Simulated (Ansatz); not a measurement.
**BH2SF (SMILES FBS) at BLYP/def2-SVPD**

Aim: the electronic atomisation energy of BH2SF at BLYP/def2-SVPD, from 5 runs. 

Program for the calculation: Ansatz 0.2.0.

59 further runs of the same task are left out: 59 set aside as unsound or not needed.

**1. The system as given**

The species is BH2SF (5 atoms), meant as a singlet with charge 0. As SMILES, `FBS`. The shape is that of a PBE0-D4/def2-TZVP optimisation. This is one conformer, not always the lowest.

Bond lengths: F1–B2 1.322 Å, B2–S3 1.794 Å, B2–H4 1.194 Å, S3–H5 1.342 Å. Angles: F1–B2–S3 117.9°, F1–B2–H4 119.5°, S3–B2–H4 122.6°, B2–S3–H5 94.9°.

**2. A single-point energy at BLYP/def2-SVPD**

Contents of run.yaml:

```yaml
basis:
  gaussian:
    orbitals: def2-SVPD
crystal:
  periodic: [false, false, false]
  atoms:
    - symbol: F
      position_ang: [-1.119100, -0.905900, -1.069200]
    - symbol: B
      position_ang: [-0.412800, -0.339100, -0.106100]
    - symbol: S
      position_ang: [0.972400, 0.698600, -0.579400]
    - symbol: H
      position_ang: [-0.712000, -0.530900, 1.033700]
    - symbol: H
      position_ang: [1.321400, 1.003700, 0.679600]
magnetization:
  spin_polarized: false
hamiltonian:
  xc: {name: BLYP}
accuracy: high
output: {orbitals: {seedname: orbitals}}
```

Started as:

```
$ ansatz run run.yaml --threads 1 --pin off --max-ram 2610MiB --events-out events.jsonl --progress --plain --runs-dir runs
```

Standard output:

```text
Warning: RAYON_NUM_THREADS=1 ignored (pool sized by the plan → 1); use --threads N
Functional definition: BLYP
  name "BLYP"
  parameter beta = 0.0042
  parameter a = 0.04918
  parameter b = 0.132
  parameter c = 0.2533
  parameter d = 0.349
  exchange = b88_x(beta = beta)
  correlation = lyp_c(a = a, b = b, c = c, d = d)
1673 factors; integrals over basis functions are off by at most 3.4e-9 eV
mean field evaluation 1: about -14254.6767 eV, gradient 3.2e1 eV
mean field evaluation 2: about -14250.4823 eV, gradient 6.1e1 eV
mean field evaluation 4: about -14256.8398 eV, gradient 1.8e0 eV
mean field evaluation 8: about -14256.8481 eV, gradient 6.7e-2 eV
mean field evaluation 16: about -14256.8481 eV, gradient 4.4e-7 eV
mean field -14256.84808828 eV, -523.9295036054 hartree, gradient 3.6e-8 eV, S^2 0.000000; 0 other end points of the search recorded, 0 dependent functions left out
reference -14256.84813530 eV, -523.9295053335 hartree; 16, 16 occupied and 70, 70 virtual orbitals, 1673 factors
Total energy: -14256.84813530 eV, -523.9295053335 hartree
```

Run time: 4.8 s. Hardware: 1 thread of Arm Neoverse V1, shared host; peak memory 0.18 GiB.

**3. The B atom**

Contents of input.yaml:

```yaml
crystal:
  periodic: [false, false, false]
  atoms:
    - {symbol: B, position_ang: [0.000000, 0.000000, 0.000000]}
basis:
  gaussian: {orbitals: def2-SVPD}
accuracy: high
hamiltonian: {xc: {name: BLYP}}
magnetization: {spin_polarized: true, initial_magnetization: 1}
```

Run the same way, it converges to -24.62297 Eh (log not shown).

**4. The F atom**

Contents of run.yaml:

```yaml
crystal:
  periodic: [false, false, false]
  atoms:
    - symbol: F
      position_ang: [0.000000, 0.000000, 0.000000]
basis:
  gaussian: {orbitals: def2-SVPD}
magnetization: {spin_polarized: true, initial_magnetization: 1}
accuracy: high
hamiltonian: {xc: {name: BLYP}}
```

Run the same way, it converges to -99.64446 Eh (log not shown).

**5. The H atom, same level**

Contents of input.yaml:

```yaml
crystal:
  periodic: [false, false, false]
  atoms:
    - {symbol: H, position_ang: [0.000000, 0.000000, 0.000000]}
basis:
  gaussian:
    orbitals: def2-SVPD
magnetization:
  spin_polarized: true
  initial_magnetization: 1
hamiltonian:
  xc: {name: BLYP}
accuracy: high
```

Started as:

```
$ ansatz run input.yaml --threads 1 --pin off --max-ram 2610MiB --events-out events.jsonl --progress --plain --runs-dir runs
```

Standard output:

```text
Warning: RAYON_NUM_THREADS=1 ignored (pool sized by the plan → 1); use --threads N
[... 9 set-up lines as earlier in the session ...]
33 factors; integrals over basis functions are off by at most 2.1e-9 eV
mean field evaluation 1: about -13.5050 eV, gradient 4.8e-1 eV
mean field evaluation 2: about -13.5078 eV, gradient 5.7e-2 eV
mean field evaluation 4: about -13.5078 eV, gradient 5.0e-5 eV
mean field evaluation 8: about -13.5078 eV, gradient 2.3e-8 eV
mean field -13.50782747 eV, -0.4964035038 hartree, gradient 2.3e-8 eV, S^2 0.750000; 0 other end points of the search recorded, 0 dependent functions left out
reference -13.50785355 eV, -0.4964044622 hartree; 1, 0 occupied and 7, 8 virtual orbitals, 33 factors
Total energy: -13.50785355 eV, -0.4964044622 hartree
```

Run time: 0.1 s. Hardware: 1 thread of Arm Neoverse V1, shared host.

**6. The S atom at the same level**

Contents of in.yaml:

```yaml
crystal:
  periodic: [false, false, false]
  atoms:
    - {symbol: S, position_ang: [0.000000, 0.000000, 0.000000]}
basis:
  gaussian:
    orbitals: def2-SVPD
magnetization:
  spin_polarized: true
  initial_magnetization: 2
hamiltonian:
  xc: {name: BLYP}
accuracy: high
```

Run the same way, it converges to -397.98502 Eh (log not shown).

**7. Summary of results**

Level: BLYP/def2-SVPD.

```
                     quantity          value
       molecule: total energy  -523.92951 Eh
        molecule: HOMO energy       -7.06 eV
        molecule: LUMO energy       -1.63 eV
      molecule: HOMO–LUMO gap        5.42 eV
         B atom: total energy   -24.62297 Eh
                 B atom: ⟨S²⟩          0.753
         F atom: total energy   -99.64446 Eh
                 F atom: ⟨S²⟩          0.751
         H atom: total energy    -0.49640 Eh
                 H atom: ⟨S²⟩          0.750
         S atom: total energy  -397.98502 Eh
                 S atom: ⟨S²⟩          2.003
electronic atomisation energy      18.619 eV
```

**Reading.** Taking the molecule apart into free atoms costs 18.62 eV (429 kcal/mol), before zero-point energy and without spin-orbit coupling.
